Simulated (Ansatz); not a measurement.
# GeSiH3ClO (SMILES [SiH3][O][Ge][Cl]): CCSD(T)/cc-pVDZ

Aim: the energy change on altering one bond length of GeSiH3ClO at CCSD(T)/cc-pVDZ, from 2 runs. 

Program for the calculation: Ansatz 0.2.0.

125 further runs of the same task are left out: 125 set aside as unsound or not needed.

### 1 The structure to begin with

GeSiH3ClO has 7 atoms, charge 0, and is taken as a singlet. As SMILES, `[SiH3][O][Ge][Cl]`. Geometry: relaxed at PBE0-D4/def2-TZVP. This is one conformer, not always the lowest.

Bond lengths: Si1–O2 1.655 Å, O2–Ge3 1.768 Å, Ge3–Cl4 2.210 Å, Si1–H5 1.484 Å, Si1–H6 1.484 Å, Si1–H7 1.484 Å. Angles: Si1–O2–Ge3 138.4°, O2–Ge3–Cl4 99.4°, O2–Si1–H5 107.2°, O2–Si1–H6 110.4°, O2–Si1–H7 110.5°, H5–Si1–H6 109.5°, H5–Si1–H7 109.5°, H6–Si1–H7 109.7°.

### 2 The energy at CCSD(T)/cc-pVDZ

Contents of run.yaml:

```yaml
crystal:
  periodic: [false, false, false]
  atoms:
    - {symbol: Si, position_ang: [0.184400, 0.664200, -0.614200]}
    - {symbol: O, position_ang: [0.434500, -0.959500, -0.413800]}
    - {symbol: Ge, position_ang: [0.076600, -2.215900, 0.776900]}
    - {symbol: Cl, position_ang: [-0.991800, -0.995100, 2.277600]}
    - {symbol: H, position_ang: [0.795900, 1.045400, -1.911300]}
    - {symbol: H, position_ang: [-1.268900, 0.965100, -0.643300]}
    - {symbol: H, position_ang: [0.830700, 1.427800, 0.482400]}
basis:
  gaussian:
    orbitals: cc-pVDZ
magnetization:
  spin_polarized: false
correlation:
  method: ccsd_t
  frozen_orbitals: {Cl: 5, Ge: 9, H: 0, O: 1, Si: 5}
accuracy: high
scf:
  omitted_lower_state_checks: [cluster_reference, increment]
```

The run is started by

```
$ ansatz run run.yaml --threads 1 --pin off --max-ram 3480MiB --events-out events.jsonl --progress --plain --runs-dir runs
```

Log (excerpt; [...] marks lines left out):

```text
Warning: RAYON_NUM_THREADS=1 ignored (pool sized by the plan → 1); use --threads N
Functional definition: HF
  name "HF"
[...]
2087 factors; integrals over basis functions are off by at most 4.4e-9 eV
[...]
mean field -78926.30275474 eV, -2900.4881280671 hartree, gradient 2.7e-8 eV, S^2 0.000000; 0 other end points of the search recorded, 0 dependent functions left out
20 core orbitals not correlated: weight in the atoms' cores, before any rotation towards them, 1.000 or more for the frozen orbitals, at most 0.000 for the correlated occupied ones
reference -78926.30275474 eV, -2900.4881280671 hartree; 17, 17 occupied and 55, 55 virtual orbitals, 2087 factors
second order -13.88464212 eV of doubles, -0.00000000 eV of singles
cycle   1  -14.46508641 eV  change   -5.8e-1 eV  update   1.1e-1
[...]
cycle  22  -15.03413880 eV  change  -2.1e-11 eV  update   1.2e-9
perturbative correction -0.41050780 eV, -0.0150858834 hartree
Total energy: -78941.74740134 eV, -2901.0557083609 hartree
Checks for a lower state left out: cluster_reference, increment
```

It took 30 s on 1 thread of Arm Neoverse V1, shared host; peak memory 0.49 GiB.

### 3 The distorted shape, same level

Contents of input.yaml:

```yaml
crystal:
  periodic: [false, false, false]
  atoms:
    - {symbol: Si, position_ang: [-0.549401, 0.206760, 0.942321]}
    - {symbol: O, position_ang: [-0.299301, -1.416940, 1.142721]}
    - {symbol: Ge, position_ang: [-0.657201, -2.673340, 2.333421]}
    - {symbol: Cl, position_ang: [-1.725601, -1.452540, 3.834121]}
    - {symbol: H, position_ang: [0.795900, 1.045400, -1.911300]}
    - {symbol: H, position_ang: [-2.002701, 0.507660, 0.913221]}
    - {symbol: H, position_ang: [0.096899, 0.970360, 2.038921]}
basis:
  gaussian:
    orbitals: cc-pVDZ
correlation:
  method: ccsd_t
  frozen_orbitals: {Cl: 5, Ge: 9, H: 0, O: 1, Si: 5}
accuracy: high
scf:
  omitted_lower_state_checks: [cluster_reference, increment]
```

The run is started by

```
$ ansatz run input.yaml --threads 1 --pin off --max-ram 3480MiB --events-out events.jsonl --progress --plain --runs-dir runs
```

Log (excerpt; [...] marks lines left out):

```text
Warning: RAYON_NUM_THREADS=1 ignored (pool sized by the plan → 1); use --threads N
[... 2 set-up lines as earlier in the session ...]
[...]
2039 factors; integrals over basis functions are off by at most 4.5e-9 eV
[...]
mean field -78920.95117240 eV, -2900.2914610438 hartree, gradient 4.8e-8 eV, S^2 0.000000; 2 other end points of the search recorded, 0 dependent functions left out; unrestricted orbitals would lower it
20 core orbitals not correlated: weight in the atoms' cores, before any rotation towards them, 1.000 or more for the frozen orbitals, at most 0.000 for the correlated occupied ones
reference -78920.95117240 eV, -2900.2914610438 hartree; 17, 17 occupied and 55, 55 virtual orbitals, 2039 factors
second order -14.49530740 eV of doubles, -0.00000000 eV of singles
cycle   1  -14.98062963 eV  change    -1.4e0 eV  update   1.6e-1
[...]
cycle  26  -16.37009997 eV  change    2.4e-9 eV  update   1.9e-9
perturbative correction -0.69228467 eV, -0.0254409924 hartree
WARN: these amplitudes may be one of several solutions (largest doubles amplitude 0.51, level shift 2.16 eV)
Total energy: -78938.01355705 eV, -2900.9184921141 hartree
Checks for a lower state left out: cluster_reference, increment
```

Wall time 34 s (1 thread of Arm Neoverse V1, shared host); peak memory 0.49 GiB.

### 4 Outcome

Level: CCSD(T)/cc-pVDZ, 20 core orbitals frozen.

```
                                                          quantity           value
                                         first shape: total energy  -2901.05571 Eh
         first shape: correlation energy (20 core orbitals frozen)      -567.6 mEh
                                       first shape: (T) correction      -15.09 mEh
                                        first shape: T1 diagnostic           0.014
                                     distorted shape: total energy  -2900.91849 Eh
     distorted shape: correlation energy (20 core orbitals frozen)      -627.0 mEh
                                   distorted shape: (T) correction      -25.44 mEh
                                    distorted shape: T1 diagnostic           0.033
energy change with the Si1–H5 bond stretched from 1.484 to 3.264 Å        3.734 eV
```

What this shows: One bond (distorted shape) is far stretched, which a spin-restricted single reference describes badly; perturbation theory on it can break down and give far too much correlation. With the Si1–H5 bond stretched from 1.484 to 3.264 Å the energy rises by 3.73 eV (360 kJ/mol). The first shape isn't relaxed at this level, so the change isn't measured from a minimum. A restricted reference can't describe the breaking bond well at this length. The triples (first shape) make up 2.7 % of the correlation energy. The T1 diagnostic (distorted shape) of 0.033 is above the customary mark for such species, so a single reference may not serve. The restricted solution (distorted shape) is unstable to spin breaking: an unrestricted one lies lower. The triples (distorted shape) make up 4.1 % of the correlation energy.
